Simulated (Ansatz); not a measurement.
# ErSbRh3: the cost of one run

Program: Ansatz 0.2.0. Level of theory: DFT PBE, scalar-relativistic, plane waves, PAW; 4f electrons in the core of a trivalent norm-conserving potential. These are calculated values, not measurements.

## Step 1: Starting point

Symmetry: P4/mmm, No. 123, tetragonal system. Conventional cell: a = 4.480 Å, b = 4.480 Å, c = 4.681 Å, α = 90.00°, β = 90.00°, γ = 90.00°. Around Er (site symmetry 4/mmm) lie 6 Rh at 2.24 to 2.34 Å. Sb (site symmetry 4/mmm) has 4 Rh at 2.24 Å in its first shell of neighbours. Rh (site symmetry mmm) is surrounded by 2 Er at 2.24 Å and 2 Sb at 2.24 Å. Rh (site symmetry 4/mmm) is surrounded by 2 Er at 2.34 Å.

Coordinates:

```
Er Sb Rh
1.0
     4.48040    0.00000    0.00000
     0.00000    4.48040    0.00000
     0.00000    0.00000    4.68110
Er Sb Rh
1 1 3
Direct
  0.00000 0.00000 0.00000
  0.50000 0.50000 0.00000
  0.00000 0.50000 0.00000
  0.50000 0.00000 0.00000
  0.00000 0.00000 0.50000
```

A structure generator made this guess: random cell by space group and Wyckoff sites (P4/mmm, No. 123). Its size is a rough estimate.

## Step 2: The guess as it stands, on a coarse mesh

Contents of input.yaml:

```yaml
crystal:
  lattice:
    - [4.48039987, 0.0, 0.0]
    - [0.0, 4.48039987, 0.0]
    - [0.0, 0.0, 4.68109582]
  atoms:
    - { symbol: Er, position: [0.0, 0.0, 0.0] }
    - { symbol: Sb, position: [0.5, 0.5, 0.0] }
    - { symbol: Rh, position: [0.0, 0.5, 0.0] }
    - { symbol: Rh, position: [0.5, 0.0, 0.0] }
    - { symbol: Rh, position: [0.0, 0.0, 0.5] }
basis:
  ecutwfc: 770
kpoints:
  mp_grid: { grid: [4, 4, 4] }
hamiltonian:
  xc: pbe
  pseudopotentials:
    kind: paw
    azcp: { Er: "pseudopotentials/pbe/nc/lanthanide_3plus/Er.nc.azcp" }
scf:
  occupations: { method: gaussian, width: 0.1 }
  lower_state_search: "off"
output:
  forces: true
  stress: true
  eigenvalues: true
```

On the command line:

```
> ansatz run input.yaml --threads 1 --pin off --max-ram 2560MiB --backend cpu --events-out ev --progress --plain --runs-dir out
```

What time and memory should one allow on 1 thread of Arm Neoverse V1, shared host?

About 12 s, with a peak of 0.49 GiB.
